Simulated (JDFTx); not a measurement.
SrSnP:

```
Sn Sr P
1.0
     4.38119    0.00000    0.00000
     0.00000    4.38119    0.00000
     0.00000    0.00000    8.98224
Sn Sr P
2 2 2
Cartesian
  0.0000 2.1906 0.4727
  2.1906 0.0000 8.5095
  2.1906 0.0000 2.9869
  0.0000 2.1906 5.9953
  2.1906 0.0000 6.0535
  0.0000 2.1906 2.9287
```

The cell is a database's computed one.

```yaml
Program: JDFTx 1.7.0 (patched build)
Task: single point
Functional: PBEsol
Potentials_or_basis: PseudoDojo-SR-PBEsol-0.4.1-standard with smoothed tails
Cutoff: 980 eV
Density_cutoff: 7837 eV
k_mesh: 6 × 6 × 3
Occupations: fermi-dirac, width 0.05 eV
Spin: no spin polarisation
```

On this cell: pressure -1.5 GPa; largest force 0.183 eV/Å; band gap on the k mesh none (metal or under the smearing width).

The same run follows on a disturbed copy (atoms moved at random, drawn with an rms of 0.05 Å):

```
CELL_PARAMETERS angstrom
4.38119 0.00000 0.00000
0.00000 4.38119 0.00000
0.00000 0.00000 8.98224
ATOMIC_POSITIONS crystal
Sn 0.01776 0.49770 0.05561
Sn 0.49538 0.99498 0.94553
Sr 0.50130 0.01732 0.33558
Sr 0.99586 0.50920 0.66767
P 0.49109 0.00565 0.67114
P 0.00201 0.49874 0.32711
```

What does the disturbed cell give?

The energy (extrapolated to zero smearing) moves by +3.7 meV/atom; pressure -1.4 GPa; largest force 0.395 eV/Å; band gap on the k mesh none (metal or under the smearing width).

Forces in eV/Å, atoms in the order of the input:
```
Sn  -0.119  0.012 -0.376
Sn   0.083  0.043  0.180
Sr   0.013 -0.272 -0.080
Sr  -0.043 -0.052  0.018
P    0.059  0.029 -0.026
P    0.007  0.239  0.284
```

Stress tensor (GPa, compression positive):
```
-1.66  0.01  0.11
 0.01 -1.71  0.06
 0.11  0.06 -0.70
```

Caveats: the empty levels aren't tightly converged.
